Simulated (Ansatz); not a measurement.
# CH₃Cl₂InSe: one molecule under many settings

How do the results and run time of CH₃Cl₂InSe respond when the settings are drawn wide?

The runs use Ansatz 0.2.0, Gaussian basis; the settings change from run to run.

## Step 1: The geometry

An earlier PBE0-D4 in a triple-zeta def2 set relaxation fixed the geometry. In takes a core potential in def2 sets; no spin-orbit term is included.

8 atoms, charge 0, spin multiplicity 1.

Atoms are counted from 1 here; the program's logs count them from 0.

Bond lengths: C1–Se2 1.964 Å, C1–H6 1.089 Å, C1–H7 1.086 Å, C1–H8 1.086 Å, Se2–In3 2.466 Å, In3–Cl4 2.322 Å, In3–Cl5 2.308 Å. Angles: Se2–C1–H6 105.2°, Se2–C1–H7 110.8°, Se2–C1–H8 110.5°, H6–C1–H7 109.8°, H6–C1–H8 109.8°, H7–C1–H8 110.6°, C1–Se2–In3 97.6°, Se2–In3–Cl4 118.9°, Se2–In3–Cl5 125.2°, Cl4–In3–Cl5 115.8°.

## Step 2: PBE0/x2c-TZVPPall

This run has D3(BJ) with three-body dispersion, high accuracy.

File in.yaml:

```yaml
crystal:
  periodic: [false, false, false]
  atoms:
    - {symbol: C, position_ang: [-1.233857, -0.002400, 0.969508]}
    - {symbol: Se, position_ang: [0.288125, 1.235984, 0.893853]}
    - {symbol: In, position_ang: [1.471211, 0.183947, -0.996957]}
    - {symbol: Cl, position_ang: [0.564537, -1.718665, -1.970318]}
    - {symbol: Cl, position_ang: [3.454926, 0.932798, -1.909135]}
    - {symbol: H, position_ang: [-1.815621, 0.312874, 1.834295]}
    - {symbol: H, position_ang: [-0.892293, -1.024253, 1.109186]}
    - {symbol: H, position_ang: [-1.837028, 0.079735, 0.069568]}
basis:
  gaussian: {orbitals: x2c-TZVPPall}
hamiltonian: {xc: {name: PBE0}, dispersion: d3bjatm}
accuracy: high
```

On the command line:

```sh
> ansatz run in.yaml --threads 4 --pin off --events-out ev --progress --plain --max-ram 10444MiB
```

The log of the run:

```text
Functional definition: PBE0
  name "PBE0"
  cite "Adamo & Barone, J. Chem. Phys. 110, 6158 (1999) doi:10.1063/1.478522"
  cite "Perdew, Burke & Ernzerhof, Phys. Rev. Lett. 77, 3865 (1996) doi:10.1103/PhysRevLett.77.3865"
  parent pbe
  parameter a = 0.25
  parameter kappa = 0.804
  parameter beta = 0.06672455060314922
  exchange = (1 - a)*pbe_x(kappa = kappa, mu = beta*pi^2/3) + a*exact_x
  correlation = pbe_c(beta = beta)
4402 factors; integrals over basis functions are off by at most 9.5e-8 eV
mean field evaluation 1: about -252334.4969 eV, gradient 4.9e1 eV
mean field evaluation 2: about -252329.7402 eV, gradient 6.4e1 eV
mean field evaluation 4: about -252340.0246 eV, gradient 2.2e0 eV
mean field evaluation 8: about -252340.1435 eV, gradient 4.0e-1 eV
mean field evaluation 16: about -252340.1438 eV, gradient 2.3e-4 eV
mean field -252340.14380812 eV, -9273.3292426559 hartree, gradient 2.4e-8 eV, S^2 0.000000; 0 other end points of the search recorded, 0 dependent functions left out
reference -252340.14381102 eV, -9273.3292427622 hartree; 63, 63 occupied and 202, 202 virtual orbitals, 4402 factors
Total energy: -252340.37574278 eV, -9273.3377660972 hartree
Relativity: scalar
```

It took 25 s on 4 threads of Arm Neoverse V1, shared host; peak memory 2.1 GiB.

## Step 3: B3LYP5/def2-TZVPP

This run has coordinates scaled by 1.05.

File in.yaml:

```yaml
crystal:
  periodic: [false, false, false]
  atoms:
    - {symbol: C, position_ang: [-1.295550, -0.002520, 1.017984]}
    - {symbol: Se, position_ang: [0.302531, 1.297784, 0.938546]}
    - {symbol: In, position_ang: [1.544772, 0.193144, -1.046805]}
    - {symbol: Cl, position_ang: [0.592763, -1.804598, -2.068834]}
    - {symbol: Cl, position_ang: [3.627672, 0.979437, -2.004592]}
    - {symbol: H, position_ang: [-1.906402, 0.328517, 1.926010]}
    - {symbol: H, position_ang: [-0.936908, -1.075465, 1.164645]}
    - {symbol: H, position_ang: [-1.928879, 0.083721, 0.073047]}
basis:
  gaussian: {orbitals: def2-TZVPP}
hamiltonian: {xc: {name: B3LYP5}}
```

Same command.

The log of the run, shortened:

```text
Functional definition: B3LYP5
  name "B3LYP5"
  cite "Stephens, Devlin, Chabalowski & Frisch, J. Phys. Chem. 98, 11623 (1994) doi:10.1021/j100096a001"
  cite "Becke, Phys. Rev. A 38, 3098 (1988) doi:10.1103/PhysRevA.38.3098"
  cite "Lee, Yang & Parr, Phys. Rev. B 37, 785 (1988) doi:10.1103/PhysRevB.37.785"
  cite "Vosko, Wilk & Nusair, Can. J. Phys. 58, 1200 (1980) doi:10.1139/p80-159"
[...]
1857 factors; their error is unknown
[...]
mean field -96653.02527999 eV, -3551.9331652662 hartree, gradient 7.0e-5 eV, S^2 0.000000; 0 other end points of the search recorded, 0 dependent functions left out
reference -96653.02558401 eV, -3551.9331764385 hartree; 49, 49 occupied and 206, 206 virtual orbitals, 1857 factors
Total energy: -96653.02558401 eV, -3551.9331764385 hartree
```

It took 4.9 s on 4 threads of Arm Neoverse V1, shared host; peak memory 0.83 GiB.

## Step 4: LC-wPBE/def2-SVPD

File in.yaml:

```yaml
crystal:
  periodic: [false, false, false]
  atoms:
    - {symbol: C, position_ang: [-1.233857, -0.002400, 0.969508]}
    - {symbol: Se, position_ang: [0.288125, 1.235984, 0.893853]}
    - {symbol: In, position_ang: [1.471211, 0.183947, -0.996957]}
    - {symbol: Cl, position_ang: [0.564537, -1.718665, -1.970318]}
    - {symbol: Cl, position_ang: [3.454926, 0.932798, -1.909135]}
    - {symbol: H, position_ang: [-1.815621, 0.312874, 1.834295]}
    - {symbol: H, position_ang: [-0.892293, -1.024253, 1.109186]}
    - {symbol: H, position_ang: [-1.837028, 0.079735, 0.069568]}
basis:
  gaussian: {orbitals: def2-SVPD}
hamiltonian: {xc: {name: LC-wPBE}}
output: {forces: true}
```

Launched as before.

The log of the run, shortened:

```text
Functional definition: LC-wPBE
  name "LC-wPBE"
  cite "Vydrov & Scuseria, J. Chem. Phys. 125, 234109 (2006) doi:10.1063/1.2409292"
  cite "Heyd & Scuseria, J. Chem. Phys. 120, 7274 (2004) doi:10.1063/1.1668634"
  cite "Ernzerhof & Perdew, J. Chem. Phys. 109, 3313 (1998) doi:10.1063/1.476928"
  cite "Perdew, Burke & Ernzerhof, Phys. Rev. Lett. 77, 3865 (1996) doi:10.1103/PhysRevLett.77.3865"
  parent pbe
[...]
1717 factors; their error is unknown
675 factors; integrals over basis functions are off by at most 4.1e-5 eV
[...]
mean field -96626.54268742 eV, -3550.9599479397 hartree, gradient 8.7e-5 eV, S^2 0.000000; 0 other end points of the search recorded, 0 dependent functions left out
[...]
reference -96626.54268743 eV, -3550.9599479400 hartree; 49, 49 occupied and 122, 122 virtual orbitals, 1717 factors
Total energy: -96626.54268743 eV, -3550.9599479400 hartree
Atom 0 at    -1.233857    -0.002400     0.969508 Å, force     0.516685     0.423225    -0.027952 eV/Å
Atom 1 at     0.288125     1.235984     0.893853 Å, force    -0.107760    -0.251967    -0.142148 eV/Å
Atom 2 at     1.471211     0.183947    -0.996957 Å, force    -0.223644     0.150383     0.311032 eV/Å
Atom 3 at     0.564537    -1.718665    -1.970318 Å, force    -0.063340    -0.141040    -0.076357 eV/Å
Atom 4 at     3.454926     0.932798    -1.909135 Å, force     0.179419     0.070158    -0.080690 eV/Å
Atom 5 at    -1.815621     0.312874     1.834295 Å, force    -0.156627     0.020651     0.166407 eV/Å
Atom 6 at    -0.892293    -1.024253     1.109186 Å, force     0.034025    -0.262260     0.047248 eV/Å
Atom 7 at    -1.837028     0.079735     0.069568 Å, force    -0.178759    -0.009150    -0.197541 eV/Å
Dipole moment:    -0.457444     0.060669     0.411882 e Å
```

Wall time 4 s (4 threads of Arm Neoverse V1, shared host); peak memory 0.46 GiB.

Largest force 0.668 eV/Å, dipole 2.97 D.

## Step 5: revPBE0/def2-TZVPD

This run has a grid of angular degree 11, a point charge of -1.00 e beside it.

in.yaml, as its differences from that of step 4:

```diff
@@ -12,4 +12,4 @@
 basis:
-  gaussian: {orbitals: def2-SVPD}
-hamiltonian: {xc: {name: LC-wPBE}}
+  gaussian: {orbitals: def2-TZVPD, final_grid: {core_spheres: 5, valence_spheres: 4, degree: 11}, point_charges: [{charge: -1.00, position_ang: [7.465, 0.003, 0.530]}]}
+hamiltonian: {xc: {name: revPBE0}}
 output: {forces: true}
```

The command is unchanged.

The log of the run, shortened:

```text
Functional definition: revPBE0
  name "revPBE0"
  cite "Zhang & Yang, Phys. Rev. Lett. 80, 890 (1998) doi:10.1103/PhysRevLett.80.890"
  cite "Adamo & Barone, J. Chem. Phys. 110, 6158 (1999) doi:10.1063/1.478522"
  cite "Perdew, Burke & Ernzerhof, Phys. Rev. Lett. 77, 3865 (1996) doi:10.1103/PhysRevLett.77.3865"
[...]
1909 factors; their error is unknown
[...]
mean field -96652.19066304 eV, -3551.9024936587 hartree, gradient 4.3e-5 eV, S^2 0.000000; 0 other end points of the search recorded, 0 dependent functions left out
[...]
reference -96652.19072835 eV, -3551.9024960590 hartree; 49, 49 occupied and 220, 220 virtual orbitals, 1909 factors
Total energy: -96652.19072835 eV, -3551.9024960590 hartree
Atom 0 at    -1.233857    -0.002400     0.969508 Å, force     0.243296     0.215689    -0.124902 eV/Å
Atom 1 at     0.288125     1.235984     0.893853 Å, force    -0.232465     0.029608     0.197337 eV/Å
Atom 2 at     1.471211     0.183947    -0.996957 Å, force     0.670305     0.273090    -0.049065 eV/Å
Atom 3 at     0.564537    -1.718665    -1.970318 Å, force    -0.218911    -0.259323    -0.145854 eV/Å
Atom 4 at     3.454926     0.932798    -1.909135 Å, force    -0.175720    -0.053179    -0.055009 eV/Å
Atom 5 at    -1.815621     0.312874     1.834295 Å, force    -0.128952    -0.089055     0.060717 eV/Å
Atom 6 at    -0.892293    -1.024253     1.109186 Å, force    -0.035081    -0.079186     0.129938 eV/Å
Atom 7 at    -1.837028     0.079735     0.069568 Å, force    -0.093577    -0.029066    -0.030895 eV/Å
Dipole moment:    -0.098204     0.076146     0.418106 e Å
```

It took 8 s on 4 threads of Arm Neoverse V1, shared host; peak memory 1.2 GiB.

Largest force 0.725 eV/Å, dipole 2.10 D.

## Step 6: r2SCAN0/def2-TZVPD

Options: multiplicity 3.

in.yaml, as its differences from that of step 5:

```diff
@@ -12,4 +12,5 @@
 basis:
-  gaussian: {orbitals: def2-TZVPD, final_grid: {core_spheres: 5, valence_spheres: 4, degree: 11}, point_charges: [{charge: -1.00, position_ang: [7.465, 0.003, 0.530]}]}
-hamiltonian: {xc: {name: revPBE0}}
+  gaussian: {orbitals: def2-TZVPD}
+magnetization: {spin_polarized: true, initial_magnetization: 2}
+hamiltonian: {xc: {name: r2SCAN0}}
 output: {forces: true}
```

The command is unchanged.

The log of the run, shortened:

```text
Functional definition: r2SCAN0
  name "r2SCAN0"
  cite "Bursch, Neugebauer, Ehlert & Grimme, J. Chem. Phys. 156, 134105 (2022) doi:10.1063/5.0086040"
  cite "Furness, Kaplan, Ning, Perdew & Sun, J. Phys. Chem. Lett. 11, 8208 (2020) doi:10.1021/acs.jpclett.0c02405"
  cite "Furness, Kaplan, Ning, Perdew & Sun, J. Phys. Chem. Lett. 11, 9248 (2020) doi:10.1021/acs.jpclett.0c03077"
  parent r2scan
[...]
1909 factors; their error is unknown
[...]
mean field -96654.41029052 eV, -3551.9840634643 hartree, gradient 9.2e-6 eV, S^2 2.010613; 6 other end points of the search recorded, 0 dependent functions left out
[...]
reference -96654.41033410 eV, -3551.9840650659 hartree; 50, 48 occupied and 219, 221 virtual orbitals, 1909 factors
Total energy: -96654.41033410 eV, -3551.9840650659 hartree
Atom 0 at    -1.233857    -0.002400     0.969508 Å, force    -0.014537     0.453807     0.598650 eV/Å
Atom 1 at     0.288125     1.235984     0.893853 Å, force    -2.391785     1.422316     3.163255 eV/Å
Atom 2 at     1.471211     0.183947    -0.996957 Å, force     1.296353    -1.197468    -2.173850 eV/Å
Atom 3 at     0.564537    -1.718665    -1.970318 Å, force    -0.594407    -1.136132    -0.518607 eV/Å
Atom 4 at     3.454926     0.932798    -1.909135 Å, force     1.159116     0.483398    -0.474115 eV/Å
Atom 5 at    -1.815621     0.312874     1.834295 Å, force     0.076393    -0.083328    -0.204102 eV/Å
Atom 6 at    -0.892293    -1.024253     1.109186 Å, force     0.217074     0.046614    -0.233684 eV/Å
Atom 7 at    -1.837028     0.079735     0.069568 Å, force     0.251793     0.010792    -0.157547 eV/Å
Dipole moment:    -1.029590     0.416967     1.193653 e Å
```

Run time: 97 s. Hardware: 4 threads of Arm Neoverse V1, shared host; peak memory 2.4 GiB.

Largest force 4.213 eV/Å, dipole 7.83 D, ⟨S²⟩ 2.011.

## Step 7: revPBE0/def2-TZVPP

Set apart from the defaults: D4 dispersion.

in.yaml, as its differences from that of step 6:

```diff
@@ -12,5 +12,4 @@
 basis:
-  gaussian: {orbitals: def2-TZVPD}
-magnetization: {spin_polarized: true, initial_magnetization: 2}
-hamiltonian: {xc: {name: r2SCAN0}}
+  gaussian: {orbitals: def2-TZVPP}
+hamiltonian: {xc: {name: revPBE0}, dispersion: d4}
 output: {forces: true}
```

Same command.

The log of the run, shortened:

```text
Functional definition: revPBE0
  name "revPBE0"
  cite "Zhang & Yang, Phys. Rev. Lett. 80, 890 (1998) doi:10.1103/PhysRevLett.80.890"
  cite "Adamo & Barone, J. Chem. Phys. 110, 6158 (1999) doi:10.1063/1.478522"
  cite "Perdew, Burke & Ernzerhof, Phys. Rev. Lett. 77, 3865 (1996) doi:10.1103/PhysRevLett.77.3865"
[...]
1900 factors; their error is unknown
[...]
mean field -96652.19192985 eV, -3551.9025402134 hartree, gradient 3.6e-5 eV, S^2 0.000000; 0 other end points of the search recorded, 0 dependent functions left out
[...]
reference -96652.19197921 eV, -3551.9025420272 hartree; 49, 49 occupied and 206, 206 virtual orbitals, 1900 factors
Total energy: -96652.75411496 eV, -3551.9232001352 hartree
Atom 0 at    -1.233857    -0.002400     0.969508 Å, force    -0.069100    -0.058279     0.001843 eV/Å
Atom 1 at     0.288125     1.235984     0.893853 Å, force     0.040247     0.083101     0.046473 eV/Å
Atom 2 at     1.471211     0.183947    -0.996957 Å, force    -0.023266     0.004255     0.018879 eV/Å
Atom 3 at     0.564537    -1.718665    -1.970318 Å, force    -0.031891    -0.061783    -0.029232 eV/Å
Atom 4 at     3.454926     0.932798    -1.909135 Å, force     0.076071     0.029747    -0.033769 eV/Å
Atom 5 at    -1.815621     0.312874     1.834295 Å, force     0.001963    -0.006280    -0.009349 eV/Å
Atom 6 at    -0.892293    -1.024253     1.109186 Å, force    -0.004570     0.013865    -0.004420 eV/Å
Atom 7 at    -1.837028     0.079735     0.069568 Å, force     0.010547    -0.004626     0.009575 eV/Å
Dipole moment:    -0.460809     0.058172     0.412554 e Å
```

Run time: 8 s. Hardware: 4 threads of Arm Neoverse V1, shared host; peak memory 1.1 GiB.

Largest force 0.103 eV/Å, dipole 2.98 D.

## Step 8: PBE0/x2c-TZVPPall

in.yaml, as its differences from that of step 7:

```diff
@@ -12,4 +12,4 @@
 basis:
-  gaussian: {orbitals: def2-TZVPP}
-hamiltonian: {xc: {name: revPBE0}, dispersion: d4}
+  gaussian: {orbitals: x2c-TZVPPall}
+hamiltonian: {xc: {name: PBE0}}
 output: {forces: true}
```

The command is unchanged.

The log of the run, shortened:

```text
Functional definition: PBE0
  name "PBE0"
  cite "Adamo & Barone, J. Chem. Phys. 110, 6158 (1999) doi:10.1063/1.478522"
  cite "Perdew, Burke & Ernzerhof, Phys. Rev. Lett. 77, 3865 (1996) doi:10.1103/PhysRevLett.77.3865"
  parent pbe
[...]
2067 factors; their error is unknown
[...]
mean field -252340.14156997 eV, -9273.3291604054 hartree, gradient 4.7e-5 eV, S^2 0.000000; 0 other end points of the search recorded, 0 dependent functions left out
[...]
reference -252340.14160202 eV, -9273.3291615831 hartree; 63, 63 occupied and 202, 202 virtual orbitals, 2067 factors
Total energy: -252340.14160202 eV, -9273.3291615831 hartree
Relativity: scalar
Atom 0 at    -1.233857    -0.002400     0.969508 Å, force    -0.036363    -0.031821    -0.002542 eV/Å
Atom 1 at     0.288125     1.235984     0.893853 Å, force    -0.018214     0.025175     0.039894 eV/Å
Atom 2 at     1.471211     0.183947    -0.996957 Å, force    -0.024737     0.009838     0.025325 eV/Å
Atom 3 at     0.564537    -1.718665    -1.970318 Å, force    -0.018309    -0.058679    -0.036898 eV/Å
Atom 4 at     3.454926     0.932798    -1.909135 Å, force     0.064633     0.024266    -0.029544 eV/Å
Atom 5 at    -1.815621     0.312874     1.834295 Å, force     0.022533     0.003044    -0.017793 eV/Å
Atom 6 at    -0.892293    -1.024253     1.109186 Å, force    -0.008618     0.029391    -0.002945 eV/Å
Atom 7 at    -1.837028     0.079735     0.069568 Å, force     0.019074    -0.001213     0.024503 eV/Å
Dipole moment:    -0.452894     0.068571     0.415681 e Å
```

Wall time 12 s (4 threads of Arm Neoverse V1, shared host); peak memory 1.3 GiB.

Largest force 0.075 eV/Å, dipole 2.97 D.

## Step 9: RPA/STO-3G

Options: a grid of angular degree 23, correlated electrons set to all.

in.yaml, as its differences from that of step 8:

```diff
@@ -12,4 +12,4 @@
 basis:
-  gaussian: {orbitals: x2c-TZVPPall}
-hamiltonian: {xc: {name: PBE0}}
-output: {forces: true}
+  gaussian: {orbitals: STO-3G, final_grid: {core_spheres: 8, valence_spheres: 7, degree: 23}}
+hamiltonian: {xc: {name: HF}}
+correlation: {method: rpa, electrons: all}
```

The command is unchanged.

The log of the run:

```text
Functional definition: HF
  name "HF"
  cite "Fock, Z. Phys. 61, 126 (1930) doi:10.1007/BF01340294"
  parent pbe
  exchange = exact_x
  correlation = 0
854 factors; integrals over basis functions are off by at most 2.4e-5 eV
mean field evaluation 1: about -245036.2738 eV, gradient 1.9e1 eV
mean field evaluation 2: about -245036.3240 eV, gradient 1.9e1 eV
mean field evaluation 4: about -245038.5190 eV, gradient 1.1e0 eV
mean field evaluation 8: about -245038.5278 eV, gradient 2.2e-2 eV
mean field -245038.52777788 eV, -9004.9998027575 hartree, gradient 2.4e-6 eV, S^2 0.000000; 0 other end points of the search recorded, 0 dependent functions left out
reference -245038.52777788 eV, -9004.9998027575 hartree; 63, 63 occupied and 8, 8 virtual orbitals, 854 factors
Total energy: -245042.13629211 eV, -9005.1324132093 hartree
```

It took 0.95 s on 4 threads of Arm Neoverse V1, shared host.

## Step 10: B97/def2-mTZVP

This run has charge -1, multiplicity 2, restricted open-shell orbitals.

in.yaml, as its differences from that of step 9:

```diff
@@ -12,4 +12,5 @@
 basis:
-  gaussian: {orbitals: STO-3G, final_grid: {core_spheres: 8, valence_spheres: 7, degree: 23}}
-hamiltonian: {xc: {name: HF}}
-correlation: {method: rpa, electrons: all}
+  gaussian: {orbitals: def2-mTZVP}
+total_charge: -1
+magnetization: {spin_polarized: false, initial_magnetization: 1}
+hamiltonian: {xc: {name: B97}}
```

Launched as before.

The log of the run, shortened:

```text
Functional definition: B97
  name "B97"
  cite "Becke, J. Chem. Phys. 107, 8554 (1997) doi:10.1063/1.475007"
[...]
      + integral(e_c_pw_opposite_spin*poly(b97_u_opposite, cos0, cos1, cos2))
1415 factors; integrals over basis functions are off by at most 1.1e-3 eV
[...]
mean field -96653.92919898 eV, -3551.9663836764 hartree, gradient 3.9e-5 eV, S^2 0.750000; 4 other end points of the search recorded, 0 dependent functions left out
reference -96653.92923341 eV, -3551.9663849417 hartree; 50, 49 occupied and 94, 95 virtual orbitals, 1415 factors
Total energy: -96653.92923341 eV, -3551.9663849417 hartree
```

It took 21 s on 4 threads of Arm Neoverse V1, shared host; peak memory 0.85 GiB.

## Step 11: The runs in one table

```
             level  charge  multiplicity               geometry  functions  energy (eV)    time
 PBE0/x2c-TZVPPall       0             1                relaxed        265  -252340.376    25 s
 B3LYP5/def2-TZVPP       0             1                 scaled        255   -96653.026   4.9 s
 LC-wPBE/def2-SVPD       0             1                relaxed        171   -96626.543     4 s
revPBE0/def2-TZVPD       0             1  relaxed, point charge        269   -96652.191     8 s
r2SCAN0/def2-TZVPD       0             3                relaxed        269   -96654.410    97 s
revPBE0/def2-TZVPP       0             1                relaxed        255   -96652.754     8 s
 PBE0/x2c-TZVPPall       0             1                relaxed        265  -252340.142    12 s
        RPA/STO-3G       0             1                relaxed         71  -245042.136  0.95 s
    B97/def2-mTZVP      -1             2                relaxed        144   -96653.929    21 s
```

## Step 12: Outcome

| quantity | value |
| --- | --- |
| runs | 9 |
| quickest | RPA/STO-3G, 0.95 s |
| slowest | r2SCAN0/def2-TZVPD, 97 s |
| spread of total energies, same state and geometry | 155713.8 eV |
| dipole, same state and geometry | 2.97 to 2.98 D |

**Reading.** Run time spans a factor of 102, from RPA/STO-3G to r2SCAN0/def2-TZVPD. The jobs differ in tasks and options as well as level. The totals spread over 155714 eV; they can't be compared across methods or bases. Some of these runs are scalar-relativistic and others not, which shifts the totals of all-electron atoms past neon by eV; core potentials, where a basis has them, take the core out of the total altogether. At the PBE0-D4/def2-TZVP geometry and in the same state, runs without warnings or point charges leave forces up to 0.67 eV/Å (LC-wPBE/def2-SVPD). At that geometry and state the dipole changes by 0 % between the lowest and highest value.
